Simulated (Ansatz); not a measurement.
# Rh: the cost of one run

Computed with Ansatz 0.2.0 (DFT LDA, scalar-relativistic, unless a step's input says otherwise).

### 1 The structure to begin with

Symmetry: Fm-3m, No. 225, cubic system. The conventional cell has a = 3.803 Å, b = 3.803 Å, c = 3.803 Å, α = 90.00°, β = 90.00°, γ = 90.00°. Rh (site symmetry m-3m) has 12 Rh at 2.69 Å as nearest neighbours.

As a file:

```xyz
1
Lattice="0.0000 1.9015 1.9015 1.9016 0.0000 1.9015 1.9016 1.9015 0.0000" Properties=species:S:1:pos:R:3 pbc="T T T"
Rh    0.0000    0.0000    0.0000
```

### 2 After the deformation

Space group Fm-3m before, R-3m after.

### 3 All-electron LAPW

The input, input.yaml:

```yaml
crystal:
  lattice:
    - [0.038031, 1.9205655, 1.9205655]
    - [1.9205655, 0.038031, 1.9205655]
    - [1.9205655, 1.9205655, 0.038031]
  atoms:
    - { symbol: Rh, position: [0.0, 0.0, 0.0] }
kpoints:
  mp_grid: { grid: [16, 16, 16] }
  band_path:
    path:
      - [0.0, 0.0, 0.0]
      - [0.5, 0.5, 0.5]
      - [0.2451701269, 0.5, 0.7548298731]
      - [-0.2451701269, 0.2451701269, 0.5]
      - [0.0, 0.0, 0.5]
      - [0.0, 0.0, 0.0]
      - [-0.3725850634, 0.0, 0.3725850634]
      - [0.0, 0.3725850634, 0.6274149366]
      - [0.0, 0.5, 0.5]
    npoints: 5
scf:
  occupations: { method: fermi_dirac, width: 0.03 }
hamiltonian:
  xc: lda
  pseudopotentials: { kind: all_electron, lapw: { basis_error: 0.00025 } }
output:
  forces: true
  stress: true
  eigenvalues: true
```

Started as:

```bash
> ansatz run input.yaml --threads 1 --pin off --max-ram 3072MiB --backend cpu --events-out ev --progress --plain --runs-dir out
```

Q: Estimate wall time and peak memory on 1 thread of Intel Xeon 6975P-C (Granite Rapids), shared host.

About 25 s, with a peak of 0.72 GiB.
